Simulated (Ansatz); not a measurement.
# TaGe+ (triplet): the correlation ladder, def2-SVP

One table from this session's results is given with a row withheld; the runs are named, their logs left out.

Program: Ansatz 0.2.0, Gaussian basis. Level of theory: def2-SVP, core rule «outside noble gas», up to 18 orbitals frozen. These are calculated values, not measurements.

The runs, in order: UHF; CCSD(T) on ROHF; CCSD(T) on UHF; CISD as a restricted active space (open shells left free, so some higher excitations enter); CCSDT(Q) on ROHF.

22 further runs of the same task are left out: 7 for a known fault of the program, 6 that didn't finish, 9 set aside as unsound or not needed. Runs told in other sessions of the task aren't counted.

## The system

The geometry is a PBE0/def2-TZVP stationary point (not a proven minimum) of the parent state, kept for this charge and spin. No spin-orbit coupling is included. Elements past krypton take def2 core potentials. The filled d shell of Ge may be among the frozen orbitals whatever the setting's name suggests.

2 atoms, charge 1, spin multiplicity 3.

Atoms are counted from 1 here; the program's logs count them from 0.

Bond lengths: Ta1–Ge2 2.421 Å.

The first run:

The input, in.yaml:

```yaml
crystal:
  periodic: [false, false, false]
  atoms:
    - {symbol: Ta, position_ang: [0.000000, 0.000000, 0.000000]}
    - {symbol: Ge, position_ang: [0.000000, 0.000000, 2.421200]}
basis:
  gaussian: {orbitals: def2-SVP}
total_charge: 1
magnetization: {spin_polarized: true, initial_magnetization: 2}
hamiltonian: {xc: hf}
output: {orbitals: {seedname: orbitals}}
```

Command:

```bash
$ ansatz run in.yaml --threads 1 --pin off --events-out ev --progress --plain --max-ram 2393MiB
```

Steps of the session up to this table: UHF; CCSD(T) on ROHF; CCSD(T) on UHF; CISD as a restricted active space (open shells left free, so some higher excitations enter); CCSDT(Q) on ROHF.

One of the session's tables, all rows but one given; the rest of the session is left out.

It belongs to the step «Misses and costs». 

| method | from RCCSDT(Q) (kJ/mol) |
| --- | --- |
| ROHF | +509.6 |
| RMP2 | +98.6 |
| UMP2 | +146.1 |
| CISD | +90.6 |
| RCCSD | ? |
| UCCSD | +39.3 |
| RCCSD(T) | +14.0 |
| UCCSD(T) | +9.7 |
| RCCSDT | +7.2 |
| RCCSDT(Q) | 0 |

**Question.** Estimate the row for RCCSD.

**Answer.** from RCCSDT(Q) (kJ/mol): +47.9. In the column «from RCCSDT(Q) (kJ/mol)» it lies between UCCSD (+39.3) and CISD (+90.6).

Left out of the table: UHF (another determinant or state than the rows shown).

Caveats from the session: The determinant of HF (⟨S²⟩ 3.57) is far from a pure spin state, so its energy mixes those of several spin states; that is harmless only where they are near-degenerate. The determinant of CCSD(T) (⟨S²⟩ 3.19) is far from a pure spin state, so its energy mixes those of several spin states; high orders of coupled cluster remove much of that, low ones don't. Warnings: spin contamination; coupled cluster took another determinant than the lowest; large T1 diagnostic. Restricted and unrestricted rows rest on different reference determinants; a gap between their highest levels can come from leftover correlation error, from unlike frozen cores or from another state.
